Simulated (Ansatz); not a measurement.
The same calculation of Hg3Pt, space group I4/mmm as a Python script and as an input file (the Ansatz DFT code, driven from Python).

The script, `vcrelax.py`:
```python
"""Cell relaxation of Hg3Pt."""

import ansatz as az
import numpy as np

def edges_and_angles(cell):
    cell = np.asarray(cell)
    a, b, c = np.linalg.norm(cell, axis=1)
    cosines = cell[1] @ cell[2] / (b * c), cell[0] @ cell[2] / (a * c), cell[0] @ cell[1] / (a * b)
    return (a, b, c, *np.degrees(np.arccos(cosines)))


def main() -> None:
    structure = (
        az.Lattice.of([-2.102183, 2.102183, 4.632532], [2.102183, -2.102183, 4.632532], [2.102183, 2.102183, -4.632532])
        .atom("Hg", [0.75, 0.25, 0.5])
        .atom("Hg", [0.25, 0.75, 0.5])
        .atom("Hg", [0.5, 0.5, 0.0])
        .atom("Pt", [0.0, 0.0, 0.0])
    )

    # every cell quantity that the symmetry leaves free
    job = (
        structure.calculation()
        .functional("lda")
        .basis(470)
        .kpoints(density=3.4)
        .occupations("fermi_dirac", width=0.15)
        .scf(tolerance=1e-09)
        .relax(force_tolerance=0.03, cell=True)
    )
    steps = []


    def follow(event):
        if event["event"] != "relax_step":
            return
        row = event["data"]
        steps.append(row)
        print(f"step {row['step']:3d}  E = {row['lagrangian_ev']:.5f} eV  largest force component = {row['allowed_force_max_ev_ang']:.4f} eV/A  P = {row['pressure_gpa']:.3f} GPa")


    res = job.session().plan(threads=1).execute(on_event=follow)
    report = res.report

    first, last = steps[0], steps[-1]
    symbols = [site.symbol for site in res.lattice.sites]
    print(f"energy gained {first['lagrangian_ev'] - last['lagrangian_ev']:.4f} eV in {len(steps) - 1} steps")
    for label, vectors in (("before", first["cell_ang"]), ("after", res.lattice.cell_ang)):
        print(label, "a b c (A) {:.4f} {:.4f} {:.4f}  angles {:.2f} {:.2f} {:.2f}".format(*edges_and_angles(vectors)), f" V = {abs(np.linalg.det(vectors)):.3f} A^3")
    print("final stress xx yy zz (GPa, compression positive):", np.round(np.diag(report["stress_gpa"]), 3) + 0.0)

    print("atom   start x y z (A)              end x y z (A)")
    for symbol, a, b in zip(symbols, first["positions_ang"], last["positions_ang"]):
        print(f"{symbol:3s}", " ".join(f"{v:8.4f}" for v in a), "  ", " ".join(f"{v:8.4f}" for v in b))

    change = np.array(last["positions_ang"]) @ np.linalg.inv(last["cell_ang"]) - np.array(first["positions_ang"]) @ np.linalg.inv(first["cell_ang"])
    moved = np.linalg.norm(change @ np.array(last["cell_ang"]), axis=1)
    print("displacement within the cell, strain taken out (A):", " ".join(f"{s}:{d:.3f}" for s, d in zip(symbols, moved)))

    for key in ("converged", "n_iterations", "n_electrons", "n_kpoints", "n_pw", "n_symmetry_ops", "free_energy_ev", "fermi_energy_ev"):
        print(f"{key:18s} {report[key]}")


if __name__ == "__main__":
    main()
```

Output of `python vcrelax.py`:
```text
DeckWarning: relax.cell: scf.convergence.dr2_threshold = 1e-9 eV is looser than the 4e-10 eV advised for a relaxation that steers and ends on the stress (1e-10 eV for each atom of the cell: 4). What an SCF threshold leaves in a stress goes as its square root, [...]
step   1  E = -52811.78831 eV  largest force component = 0.0000 eV/A  P = -10.205 GPa
step   2  E = -52812.04856 eV  largest force component = 0.0000 eV/A  P = 5.547 GPa
step   3  E = -52812.09055 eV  largest force component = 0.0000 eV/A  P = -1.408 GPa
step   4  E = -52812.09529 eV  largest force component = 0.0000 eV/A  P = -0.172 GPa
step   5  E = -52812.09637 eV  largest force component = 0.0000 eV/A  P = -0.053 GPa
step   6  E = -52812.09679 eV  largest force component = 0.0000 eV/A  P = 0.011 GPa
step   7  E = -52812.09552 eV  largest force component = 0.0000 eV/A  P = -0.010 GPa
energy gained 0.3072 eV in 6 steps
before a b c (A) 5.5044 5.5044 5.5044  angles 135.10 135.10 65.38  V = 81.888 A^3
after a b c (A) 5.2545 5.2545 5.2545  angles 134.15 134.15 66.85  V = 73.476 A^3
final stress xx yy zz (GPa, compression positive): [ 0.004  0.004 -0.04 ]
atom   start x y z (A)              end x y z (A)
Hg    0.0000   2.1022   2.3163      0.0000   2.0466   2.1927
Hg    2.1022   0.0000   2.3163      2.0466   0.0000   2.1927
Hg    0.0000   0.0000   4.6325      0.0000  -0.0000   4.3855
Pt    0.0000   0.0000   0.0000     -0.0000  -0.0000   0.0000
displacement within the cell, strain taken out (A): Hg:0.000 Hg:0.000 Hg:0.000 Pt:0.000
converged          True
n_iterations       4
n_electrons        78.0
n_kpoints          59
n_pw               1695
n_symmetry_ops     16
free_energy_ev     -52812.0955222927
fermi_energy_ev    19.651593496721798
```
(Warnings from the package without file and line, shortened.)

`input.yaml`:
```yaml
crystal:
  lattice:
    - [-2.102183, 2.102183, 4.632532]
    - [2.102183, -2.102183, 4.632532]
    - [2.102183, 2.102183, -4.632532]
  atoms:
    - { symbol: Hg, position: [0.75, 0.25, 0.5] }
    - { symbol: Hg, position: [0.25, 0.75, 0.5] }
    - { symbol: Hg, position: [0.5, 0.5, 0.0] }
    - { symbol: Pt, position: [0.0, 0.0, 0.0] }
basis:
  ecutwfc: 470.0
kpoints:
  mp_grid: { kspacing: 0.2941176470588 }
hamiltonian:
  xc: lda
scf:
  convergence: { dr2_threshold: 1.0e-09 }
  occupations: { method: fermi_dirac, width: 0.15 }
relax:
  f_tol: 0.03
  cell: {}
```

The program run on that file:
```console
$ ansatz run input.yaml --threads 1 --pin off --max-ram 3072MiB --backend cpu --events-out ev --progress --plain --runs-dir out
Warning: relax.cell: scf.convergence.dr2_threshold = 1e-9 eV is looser than the 4e-10 eV advised for a relaxation that steers and ends on the stress (1e-10 eV for each atom of the cell: 4). What an SCF threshold leaves in a stress goes as its square root, and in the free energy as the threshold itself, and one threshold admits the most on a small cell: of [...]
band count auto-derived: 48 (N_el = 78.0; filled up to band 39; 47 by the electrons, moments and atoms)
Engine: ansatz 0.2.0, aarch64-unknown-linux-gnu
Pseudopotentials: kind: paw
Pseudopotential: Hg, paw, valence charge 20, recommended cutoff 420 eV (normal), Hg.paw.azcp
Pseudopotential: Pt, paw, valence charge 18, recommended cutoff 420 eV (normal), Pt.paw.azcp
Functional definition: SPW92
  exchange = slater_x
  correlation = pw_c
Crystal: 4 atoms, lattice volume = 81.888 Å³
Basis set: ecut = 470 eV, 1921 PW (Γ)
Bands: 48, of which v1, the nominal top of the filled ones, is band 39 counted from 1 (38 counted from 0)
Symmetry: 16 space group operations
Space group: I4/mmm (ITA 139), of the structure as read, at distance tolerance 4.3e-5 Å
k-points: 59 of 512
Non-local potential: Hg, projectors of the file, l = 0: 3, l = 1: 2, l = 2: 2, l = 3: 1
Non-local potential: Pt, projectors of the file, l = 0: 3, l = 1: 2, l = 2: 2, l = 3: 1
PAW form: soft (Blöchl's): semilocal exchange-correlation on the pseudo side does not see the compensation charge
PAW frozen core: Hg, regenerated for the run's functional, and the local potential with it (the file was generated under x = pbe(κ = 0.804, μ = 0.2195149727645171), c = pbe(β = 0.06672455060314922))
PAW frozen core: Pt, regenerated for the run's functional, and the local potential with it (the file was generated under x = pbe(κ = 0.804, μ = 0.2195149727645171), c = pbe(β = 0.06672455060314922))
PAW one-centre angular grid: Hg, 590 points (default); XC on 64 Gauss nodes
PAW one-centre angular grid: Pt, 590 points (default); XC on 64 Gauss nodes
Initial density: superposition of atomic densities (neutral atoms: chi_scale 0, normalization atom), corrected by the library's trained network
Initial wavefunctions: pseudopotential atomic-orbital guess
Functional: x = slater, c = lda
SCF iter   1: F=—  HF=-52811.822372 eV  |F-HF|=—  |Δ(HF+E_count)|=         —  Δρ=1.21e-2  dr2=2.03e-1  ethr=1.77e-3  ⟨swp⟩=6.8  Hψ=9969  notcnv=0  defer=33
preconditioner: auto → Kerker (q_TF=auto, 2.706 Å⁻¹)  [metal: Δε(μ)=0.003 eV  Ē_g=11.449 eV  σ=0.150 eV  W_gap=0.00  n_scr=30 (ndim 8)  ℏωp=27.8 eV  f_vac=0.000  D(μ)=1.37/eV (n_scr^D=10)]
SCF iter   2: F=—  HF=-52811.799470 eV  |F-HF|=—  |Δ(HF+E_count)|=   2.29e-2  Δρ=6.21e-3  dr2=6.28e-2  ethr=2.60e-4  ⟨swp⟩=1.0  Hψ=3304  notcnv=0  defer=32
SCF iter   3: F=—  HF=-52811.788881 eV  |F-HF|=—  |Δ(HF+E_count)|=   1.06e-2  Δρ=1.02e-3  dr2=2.26e-3  ethr=8.06e-5  ⟨swp⟩=2.0  Hψ=2983  notcnv=0  defer=32
SCF iter   4: F=—  HF=-52811.788323 eV  |F-HF|=—  |Δ(HF+E_count)|=   5.58e-4  Δρ=2.58e-4  dr2=1.36e-4  ethr=2.90e-6  ⟨swp⟩=1.9  Hψ=3019  notcnv=0  defer=32
SCF iter   5: F=—  HF=-52811.788290 eV  |F-HF|=—  |Δ(HF+E_count)|=   3.36e-5  Δρ=8.00e-5  dr2=8.42e-6  ethr=1.75e-7  ⟨swp⟩=2.1  Hψ=3545  notcnv=0  defer=32
SCF iter   6: F=—  HF=-52811.788287 eV  |F-HF|=—  |Δ(HF+E_count)|=   2.61e-6  Δρ=2.72e-5  dr2=1.08e-6  ethr=1.08e-8  ⟨swp⟩=2.2  Hψ=4177  notcnv=0  defer=32
SCF iter   7: F=—  HF=-52811.788314 eV  |F-HF|=—  |Δ(HF+E_count)|=   2.73e-5  Δρ=6.64e-6  dr2=6.66e-8  ethr=1.39e-9  ⟨swp⟩=2.2  Hψ=3406  notcnv=0  defer=32
SCF iter   8: F=—  HF=-52811.788314 eV  |F-HF|=—  |Δ(HF+E_count)|=   1.63e-8  Δρ=2.10e-6  dr2=5.52e-9  ethr=8.54e-11  ⟨swp⟩=2.1  Hψ=3503  notcnv=0  defer=32
SCF iter   9: F=-52811.788314 eV  HF=-52811.788314 eV  |F-HF|=2.76e-10  |Δ(HF+E_count)|=  9.68e-10  Δρ=5.90e-7  dr2=4.11e-10  ethr=1.28e-12  ⟨swp⟩=4.0  Hψ=9090  notcnv=0
SCF 1 converged in 9 iterations: F = -52811.788314 eV  dr2 = 4.11e-10
  greatest PAW one-centre occupation: 1.000 electrons in one spin orbital (limit 2), on the Hg atom at site 1 (counted from 0), in its partial waves of l = 0
relax step   1: F+E_penalty+E_count = -52811.78831442 eV  Δ(F+E_penalty+E_count) = +0.000e0 eV  max|allowed force component| = 2.255e-17 eV/Å  Δτ_max = 0.0000 Å  P = -10.205 GPa  Ω = 81.888 Å³  (9 SCF iters, accepted)
Crystal: 4 atoms, lattice volume = 70.876 Å³
Basis set: ecut = 470 eV, 1639 PW (Γ)
Initial density: handed on by an earlier stage of this run
Initial wavefunctions: those handed on with the density
iter 1 solved again at ethr=5.52e-5 eV; its pass at ethr=3.10e-3 eV (dr2=4.31e-2 eV) is discarded
SCF iter   1: F=—  HF=-52812.063099 eV  |F-HF|=—  |Δ(HF+E_count)|=         —  Δρ=7.91e-3  dr2=4.50e-2  ethr=5.52e-5  ⟨swp⟩=1.3  Hψ=12673  notcnv=0
preconditioner: auto → Kerker (q_TF=auto, 2.772 Å⁻¹)  [metal: Δε(μ)=0.055 eV  Ē_g=12.605 eV  σ=0.150 eV  W_gap=0.09  n_scr=30 (ndim 8)  ℏωp=29.9 eV  f_vac=0.000  D(μ)=1.03/eV (n_scr^D=2)]
SCF iter   2: F=—  HF=-52812.052100 eV  |F-HF|=—  |Δ(HF+E_count)|=   1.10e-2  Δρ=3.96e-3  dr2=1.10e-2  ethr=5.52e-5  ⟨swp⟩=1.8  Hψ=3093  notcnv=0
SCF iter   3: F=—  HF=-52812.048715 eV  |F-HF|=—  |Δ(HF+E_count)|=   3.39e-3  Δρ=1.27e-3  dr2=9.11e-4  ethr=1.41e-5  ⟨swp⟩=2.0  Hψ=3656  notcnv=0
SCF iter   4: F=—  HF=-52812.048577 eV  |F-HF|=—  |Δ(HF+E_count)|=   1.38e-4  Δρ=3.76e-4  dr2=1.09e-4  ethr=1.17e-6  ⟨swp⟩=2.6  Hψ=4208  notcnv=0
SCF iter   5: F=—  HF=-52812.048548 eV  |F-HF|=—  |Δ(HF+E_count)|=   2.82e-5  Δρ=7.90e-5  dr2=6.71e-6  ethr=1.40e-7  ⟨swp⟩=1.4  Hψ=2859  notcnv=0
SCF iter   6: F=—  HF=-52812.048559 eV  |F-HF|=—  |Δ(HF+E_count)|=   1.04e-5  Δρ=3.05e-5  dr2=1.15e-6  ethr=8.61e-9  ⟨swp⟩=2.8  Hψ=4994  notcnv=0
SCF iter   7: F=—  HF=-52812.048558 eV  |F-HF|=—  |Δ(HF+E_count)|=   2.63e-7  Δρ=7.92e-6  dr2=6.01e-8  ethr=1.47e-9  ⟨swp⟩=2.3  Hψ=4166  notcnv=0
SCF iter   8: F=—  HF=-52812.048558 eV  |F-HF|=—  |Δ(HF+E_count)|=   1.32e-8  Δρ=1.58e-6  dr2=3.23e-9  ethr=7.70e-11  ⟨swp⟩=2.1  Hψ=4139  notcnv=0
SCF iter   9: F=-52812.048558 eV  HF=-52812.048558 eV  |F-HF|=1.16e-10  |Δ(HF+E_count)|=  8.88e-10  Δρ=4.14e-7  dr2=2.00e-10  ethr=1.28e-12  ⟨swp⟩=4.0  Hψ=9048  notcnv=0
SCF 2 converged in 9 iterations: F = -52812.048558 eV  dr2 = 2.00e-10
relax step   2: F+E_penalty+E_count = -52812.04855844 eV  Δ(F+E_penalty+E_count) = -2.602e-1 eV  max|allowed force component| = 2.168e-17 eV/Å  Δτ_max = 0.0000 Å  P = +5.547 GPa  Ω = 70.876 Å³  energy of the carried Pulay correction = +2.443e-3 eV  (9 SCF iters, accepted)
Crystal: 4 atoms, lattice volume = 74.351 Å³
Basis set: ecut = 470 eV, 1711 PW (Γ)
iter 1 solved again at ethr=6.30e-6 eV; its pass at ethr=3.10e-3 eV (dr2=4.91e-3 eV) is discarded
SCF iter   1: F=—  HF=-52812.092148 eV  |F-HF|=—  |Δ(HF+E_count)|=         —  Δρ=2.57e-3  dr2=4.96e-3  ethr=6.30e-6  ⟨swp⟩=1.8  Hψ=14530  notcnv=0
[... 42 lines left out ...]
SCF iter   5: F=—  HF=-52812.096785 eV  |F-HF|=—  |Δ(HF+E_count)|=   2.83e-8  Δρ=2.61e-6  dr2=6.79e-9  ethr=1.48e-10  ⟨swp⟩=2.6  Hψ=4190  notcnv=0
SCF iter   6: F=-52812.096785 eV  HF=-52812.096785 eV  |F-HF|=6.40e-10  |Δ(HF+E_count)|=   1.59e-9  Δρ=7.92e-7  dr2=8.82e-10  ethr=1.28e-12  ⟨swp⟩=4.0  Hψ=9061  notcnv=0
SCF 6 converged in 6 iterations: F = -52812.096785 eV  dr2 = 8.82e-10
relax step   6: F+E_penalty+E_count = -52812.09678509 eV  Δ(F+E_penalty+E_count) = -4.130e-4 eV  max|allowed force component| = 9.541e-18 eV/Å  Δτ_max = 0.0000 Å  P = +0.011 GPa  Ω = 73.476 Å³  energy of the carried Pulay correction = +1.846e-3 eV  (6 SCF iters, accepted)
Initial wavefunctions: pseudopotential atomic-orbital guess (no wavefunctions were taken with the density)
iter 1 solved again at ethr=2.22e-8 eV; its pass at ethr=3.10e-3 eV (dr2=1.73e-5 eV) is discarded
SCF iter   1: F=—  HF=-52812.095506 eV  |F-HF|=—  |Δ(HF+E_count)|=         —  Δρ=1.72e-4  dr2=2.09e-6  ethr=2.22e-8  ⟨swp⟩=3.0  Hψ=17034  notcnv=0
preconditioner: auto → Kerker (q_TF=auto, 2.756 Å⁻¹)  [metal: Δε(μ)=0.034 eV  Ē_g=12.355 eV  σ=0.150 eV  W_gap=0.06  n_scr=30 (ndim 8)  ℏωp=29.4 eV  f_vac=0.000  D(μ)=1.12/eV (n_scr^D=2)]
SCF iter   2: F=—  HF=-52812.095522 eV  |F-HF|=—  |Δ(HF+E_count)|=   1.61e-5  Δρ=8.97e-5  dr2=5.59e-7  ethr=2.67e-9  ⟨swp⟩=2.0  Hψ=4895  notcnv=0
SCF iter   3: F=—  HF=-52812.095522 eV  |F-HF|=—  |Δ(HF+E_count)|=   2.54e-7  Δρ=8.92e-6  dr2=1.35e-8  ethr=7.17e-10  ⟨swp⟩=2.2  Hψ=3475  notcnv=0
SCF iter   4: F=-52812.095522 eV  HF=-52812.095522 eV  |F-HF|=5.38e-10  |Δ(HF+E_count)|=  6.40e-10  Δρ=1.07e-6  dr2=9.41e-10  ethr=1.28e-12  ⟨swp⟩=3.0  Hψ=10391  notcnv=0
SCF 7 converged in 4 iterations: F = -52812.095522 eV  dr2 = 9.41e-10
relax step   7: F+E_penalty+E_count = -52812.09552229 eV  Δ(F+E_penalty+E_count) = +1.263e-3 eV  max|allowed force component| = 6.939e-18 eV/Å  Δτ_max = 0.0000 Å  P = -0.010 GPa  Ω = 73.476 Å³  stress off target by 4.02e-2 GPa  SCF on the basis re-selected at this cell (its energy is not comparable with the rows above)  (4 SCF iters)
basis re-selected at this cell: Δ(F+E_penalty+E_count) = +1.263e-3 eV, ΔP = -0.021 GPa vs the last step (what re-selecting the basis moved, of the pressure what is left beyond the Pulay correction that the steps carried, after the strain that the cell walked since its last selection, with what the two solves' SCF thresholds leave and, on support functions, [...]
SCF converged after 4 iterations
Free energy (F): -52812.095522 eV
Harris-Foulkes:  -52812.095522 eV  (|F-HF|=5.38e-10)
Internal energy: -52812.010860 eV  (E = F + TS)
E sigma→0 (E₀):  -52812.053191 eV
Entropy (-TS):   -0.084663 eV (-21.166 meV/atom)
Fermi energy:    19.651593 eV
--- Per-component energies (eV) ---
  E_band       = -1101.295373
  E_kinetic    = 2454.800518
  E_local      = -8036.434352  (includes V_loc(G=0)·N_el)
  E_nonlocal   = 447.410742
  E_hartree    = 3379.128557
  E_xc         = -920.102311
  E_vxc        = -1092.488308  (∫ρ·V_xc dr)
  E_paw        = -38141.033205  (= ΣΔE_a)
  E_vpaw       = -1632.842516  (= ΣTr[D̂ρ^β])
  E_aug_tail   = 0.001897  (compensation charges beyond the density's cutoff)
  E_ewald      = -11997.974854
  E_core_change = 2.192148  (= ΣΔE_core)
  E_smearing   = -0.084663  (= −TS)
  E_closure    = 0.000000  (closes the sum)
  Σ components = -52812.095522   (vs F -52812.095522, Δ=0.00e0)
--- Forces (eV/Å), atoms counted from 1 ---
  atom   1  Hg     0.00000000     0.00000000     0.00000000
  atom   2  Hg     0.00000000    -0.00000000     0.00000000
  atom   3  Hg     0.00000000    -0.00000000     0.00000000
  atom   4  Pt     0.00000000    -0.00000000    -0.00000000
  max |Σ_I F_I| component: 6.94e-18 eV/Å
--- Stress (GPa, compression-positive) ---
        0.004491      -0.000000      -0.000000
       -0.000000       0.004491      -0.000000
       -0.000000      -0.000000      -0.040166
  P = ⅓ Tr σ = -0.0104 GPa (-0.104 kbar)
--- Relaxed structure (6 steps of the walk, 6 accepted, 1 SCFs on fresh bases) ---
  F+E_penalty+E_count = -52812.09552229 eV   max|allowed force component| = 6.939e-18 eV/Å   (the final SCF, on the basis selected at the relaxed cell)
  cell:  # Å, volume = 73.4757 Å³
    - [-2.0466054016619415, 2.0466054016619415, 4.3854633991018375]
    - [2.0466054016619415, -2.0466054016619415, 4.3854633991018375]
    - [2.0466054016619415, 2.0466054016619415, -4.3854633991018375]
  atoms:
    - { symbol: Hg, position: [0.75, 0.24999999999999997, 0.5] }
    - { symbol: Hg, position: [0.24999999999999997, 0.75, 0.5] }
    - { symbol: Hg, position: [0.49999999999999994, 0.49999999999999994, -5.389037426854244e-36] }
    - { symbol: Pt, position: [3.385050653532295e-36, 2.3336519406414046e-35, -2.013040569236948e-35] }
```

Absolute energies stand on the zero of these potentials, so only differences at equal settings mean something. A total without «per atom» is that of the whole cell that was run. The run is spin-unpolarised. Forces vanish by symmetry, so the ions can't move, and the end may be a saddle. The mesh is modest for a metal, so energies can be off by several to tens of meV an atom and pressures by half a GPa or more; differences at equal mesh fare better. Only differences from the Fermi energy are physical; the zero of the scale is a convention. Energies along a relaxation are free energies. Rows at an unchanged volume are solved on a plane-wave basis chosen afresh for that cell, so the energy can jump there; the script counts such rows among its steps. The smearing is wide enough that free energy and stress hold a thermal part of the electrons. Edges and angles are those of the cell as typed, here a primitive one, not of the conventional cell. Spin-orbit coupling, which matters for elements this heavy, is left out. This cell is a computed structure, which may not be the phase found in nature. Timing: 66 s on 1 thread of Arm Neoverse V2, with other jobs on the host, peak memory 0.56 GiB.
